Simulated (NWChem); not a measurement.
# CH3FGaN (SMILES C#[N+][GaH2-][F]): levels of theory compared

We compute a comparison of 3 runs (HF/STO-3G, HF/3-21G, B3LYP/6-31G*) of CH3FGaN. 

The results are computed with NWChem 7.3.0.

### 1 The structure to begin with

The species is CH3FGaN (7 atoms), meant as a singlet with charge 0. As SMILES, `C#[N+][GaH2-][F]`. Geometry: a GFN2-xTB relaxation, a rough one for these elements and not checked as a minimum.

Bond lengths: C1–N2 1.140 Å, N2–Ga3 2.147 Å, Ga3–F4 1.747 Å, C1–H5 1.061 Å, Ga3–H6 1.532 Å, Ga3–H7 1.531 Å. Angles: C1–N2–Ga3 146.1°, N2–Ga3–F4 90.5°, N2–C1–H5 179.2°, N2–Ga3–H6 99.2°, N2–Ga3–H7 99.9°, F4–Ga3–H6 114.1°, F4–Ga3–H7 114.2°, H6–Ga3–H7 127.4°.

### 2 Energy and forces at HF/STO-3G (run 1)

Contents of run.nw:

```
start run
memory stack 880 mb heap 220 mb global 1100 mb

geometry noautosym nocenter noautoz
 C       -0.652650      -1.738200       0.261800
 N       -0.070740      -0.797600       0.536890
 Ga       0.503280       1.182780      -0.062350
 F       -0.329640       0.980170      -1.584660
 H       -1.191570      -2.619730       0.019310
 H       -0.280060       1.990710       0.977290
 H        2.021380       1.001850      -0.148280
end

basis spherical bse
 C library STO-3G
 N library STO-3G
 Ga library STO-3G
 F library STO-3G
 H library STO-3G
end

scf
 thresh 1e-08
 maxiter 80
end

task scf gradient
```

Launch:

```
$ nwchem run.nw > run.out
```

The log of the run:

```text
[...]
  functions       =    36
[...]
  wavefunction    = RHF
[...]
         Total SCF energy =  -2091.764265739093
      One-electron energy =  -3431.369713085222
      Two-electron energy =   1090.951371063887
 Nuclear repulsion energy =    248.654076282242
        Time for solution =      4.3s
[...]
                         RHF ENERGY GRADIENTS
    atom               coordinates                        gradient
                 x          y          z           x          y          z
   1 C      -1.233330  -3.284722   0.494730    0.011823   0.023922   0.001283
   2 N      -0.133679  -1.507245   1.014575   -0.019976  -0.045909   0.002225
   3 Ga      0.951061   2.235130  -0.117824   -0.008504  -0.018966  -0.000743
   4 F      -0.622929   1.852253  -2.994573   -0.021904  -0.003077  -0.042031
   5 H      -2.251741  -4.950572   0.036491    0.007881   0.013794   0.002983
   6 H      -0.529237   3.761896   1.846810   -0.024770   0.032300   0.037777
   7 H       3.819854   1.893222  -0.280209    0.055451  -0.002063  -0.001493
[...]
```

It took 6.6 s on 1 thread of Intel Xeon Platinum 8488C (Sapphire Rapids), shared host; peak memory 0.098 GiB.

### 3 Energy and forces at HF/3-21G (run 2)

Contents of sp.xyz:

```xyz
7

C     -0.652650    -1.738200     0.261800
N     -0.070740    -0.797600     0.536890
Ga     0.503280     1.182780    -0.062350
F     -0.329640     0.980170    -1.584660
H     -1.191570    -2.619730     0.019310
H     -0.280060     1.990710     0.977290
H      2.021380     1.001850    -0.148280
```

Contents of run.py:

```python
from ase.io import read
from ase.calculators.nwchem import NWChem

mol = read('sp.xyz')

calc = NWChem(
    label='sp',
    theory='scf',
    memory='2200 mb',
    basis='3-21G',
    basispar='spherical bse',
    scf={'nopen': '0', 'rhf': None, 'thresh': '1e-08', 'maxiter': '80'},
)
mol.calc = calc

forces = mol.get_forces()
print("Total energy (eV):", round(mol.get_potential_energy(), 6))
print("forces (eV/A):")
for s, f in zip(mol.symbols, forces):
    print(f"{s:2s} {f[0]:10.5f} {f[1]:10.5f} {f[2]:10.5f}")
print("dipole (e A):", mol.get_dipole_moment().round(4))
```

Launch:

```
$ export ASE_NWCHEM_COMMAND="nwchem PREFIX.nwi > PREFIX.nwo"
$ python run.py
```

The log of the run:

```text
Total energy (eV): -57315.851998
forces (eV/A):
C     0.50157    0.40814    0.58734
N    -0.71970   -0.49453   -0.90441
Ga   -0.74773   -0.74912   -0.87433
F     0.36674    0.08418    0.67486
H     0.14820    0.26775    0.03368
H    -0.26873    0.45509    0.48239
H     0.71960    0.02849    0.00051
dipole (e A): [-0.3374 -1.1565  0.3922]
```

The calculator wrote sp.nwi:

```
title "sp"

permanent_dir sp

scratch_dir sp

start sp

geometry units angstrom nocenter noautosym noautoz
  C  -6.5264999999999995e-01 -1.7382000000000000e+00 2.6179999999999998e-01
  N  -7.0739999999999997e-02 -7.9759999999999998e-01 5.3688999999999998e-01
  Ga 5.0327999999999995e-01 1.1827799999999999e+00 -6.2350000000000003e-02
  F  -3.2963999999999999e-01 9.8016999999999999e-01 -1.5846600000000000e+00
  H  -1.1915700000000000e+00 -2.6197300000000001e+00 1.9310000000000001e-02
  H  -2.8005999999999998e-01 1.9907100000000000e+00 9.7728999999999999e-01
  H  2.0213800000000002e+00 1.0018499999999999e+00 -1.4828000000000000e-01
end

memory 2200 mb

basis spherical bse noprint
   * library 3-21G
end

scf
  nopen 0
  rhf
  thresh 1e-08
  maxiter 80
end

task scf gradient
```

sp.nwo:

```text
Northwest Computational Chemistry Package (NWChem) 7.3.0
             --------------------------------------------------------

           Job information
           ---------------

    nwchem branch   = 7.3.0
    use scalapack   = T
    input           = sp.nwi
    prefix          = sp.
    data base       = sp/sp.db
    status          = startup
    nproc           =        1

           Memory information
           ------------------

[... 5 lines left out ...]
    hardfail = no
[... 133 lines left out ...]
         Quadratically convergent ROHF
[... 15 lines left out ...]
       Final RHF  results
[... 4 lines left out ...]
      Two-electron energy =   1081.254204428422
[... 47 lines left out ...]
                       ROHF Final Molecular Orbital Analysis
[... 260 lines left out ...]
                 ----------------------------------------
                 |  Time  |  1-e(secs)   |  2-e(secs)   |
                 ----------------------------------------
                 |  CPU   |       0.00   |       1.38   |
                 ----------------------------------------
                 |  WALL  |       0.00   |       1.38   |
                 ----------------------------------------

 Task  times  cpu:        4.6s     wall:        4.6s
 Total times  cpu:        4.7s     wall:        4.7s
```

It took 6 s on 1 thread of Intel Xeon Platinum 8488C (Sapphire Rapids), shared host; peak memory 0.098 GiB.

### 4 Energy and forces at B3LYP/6-31G(d) (Cartesian functions) (run 3)

Contents of ch3fgan.nw:

```
start ch3fgan
memory stack 880 mb heap 220 mb global 1100 mb

geometry noautosym nocenter noautoz
   C       -0.652650      -1.738200       0.261800
   N       -0.070740      -0.797600       0.536890
   Ga       0.503280       1.182780      -0.062350
   F       -0.329640       0.980170      -1.584660
   H       -1.191570      -2.619730       0.019310
   H       -0.280060       1.990710       0.977290
   H        2.021380       1.001850      -0.148280
end

basis cartesian
   C library 6-31G*
   N library 6-31G*
   Ga library 6-31G*
   F library 6-31G*
   H library 6-31G*
end

dft
   xc b3lyp
   mult 1
   grid xfine
   convergence energy 1e-08
   maxiter 100
   mulliken
end

task dft gradient
```

Launch:

```
$ nwchem ch3fgan.nw > ch3fgan.out
```

The log of the run:

```text
[...]
          Wavefunction type:  closed shell.
          No. of atoms     :     7
          No. of electrons :    56
[...]
          Charge           :     0
          Spin multiplicity:     1
[...]
          AO basis - number of functions:    86
[...]
              XC Information
              --------------
                         B3LYP Method XC Potential
                     Hartree-Fock (Exact) Exchange  0.200
                        Slater Exchange Functional  0.800 local
                    Becke 1988 Exchange Functional  0.720 non-local
              Lee-Yang-Parr Correlation Functional  0.810
                  VWN I RPA Correlation Functional  0.190 local
[...]
 d= 0,ls=0.0,diis     1  -2118.9973116135 -2.37D+03  2.23D-02  1.53D+00     3.8
[...]
 d= 0,ls=0.0,diis    12  -2119.1269095773 -4.12D-10  1.96D-07  7.51D-10    35.9
         Total DFT energy =    -2119.126909577264
      One electron energy =    -3446.286477949798
           Coulomb energy =     1177.473428216349
    Exchange-Corr. energy =      -98.967936126057
 Nuclear repulsion energy =      248.654076282242
[...]
      Total Density - Mulliken Population Analysis
     ---------------------------------------------
    Atom       Charge   Shell Charges
 -----------   ------   -------------------------------------------------------
    1 C    6     5.80   1.99  0.75  1.99  0.40  0.66  0.01
    2 N    7     7.29   1.99  0.84  2.34  1.06  1.08 -0.01
    3 Ga  31    30.76   2.00  1.99  6.00  1.95  5.99  1.23  1.40  0.09  0.10  6.86  2.95  0.19
    4 F    9     9.46   1.99  0.94  3.30  0.99  2.19  0.05
    5 H    1     0.70   0.50  0.20
    6 H    1     1.00   0.49  0.50
    7 H    1     0.99   0.49  0.50
[...]
  wavefunction    = closed shell
[...]
```

Run time: 49 s. Hardware: 1 thread of Intel Xeon Platinum 8488C (Sapphire Rapids), shared host; peak memory 0.14 GiB.

### 5 All runs side by side

| run | level | Cartesian functions | iteration cap | energy (Eh) | dipole moment (D) | HOMO energy (eV) | LUMO energy (eV) | wall time |
| --- | --- | --- | --- | --- | --- | --- | --- | --- |
| 1 | HF/STO-3G | no | 80 | -2091.764266 | 5.68 | -6.12 | 6.34 | 6.6 s |
| 2 | HF/3-21G | no | 80 | -2106.318728 | 6.09 | -10.74 | 3.17 | 6 s |
| 3 | B3LYP/6-31G* (Cartesian functions) | yes | 100 | -2119.126910 | 5.50 | -7.43 | -1.33 | 49 s |

### 6 Outcome

| quantity | value |
| --- | --- |
| run 3: total energy | -2119.12691 Eh |
| run 3: dipole moment | 5.50 D |
| run 3: HOMO energy | -7.43 eV |
| run 3: LUMO energy | -1.33 eV |
| run 3: HOMO–LUMO gap | 6.10 eV |
| run 3: largest force on an atom | 1.223 eV/Å |

The dipole moment (its size) runs from 5.50 D (B3LYP/6-31G*) to 6.09 D (HF/3-21G). The two ends differ in method and basis. The HOMO–LUMO gap runs from 6.10 eV (B3LYP/6-31G*) to 13.91 eV (HF/3-21G). In run 1 the basis is minimal, so the values are rough. All runs together took 61 s, the longest 49 s.
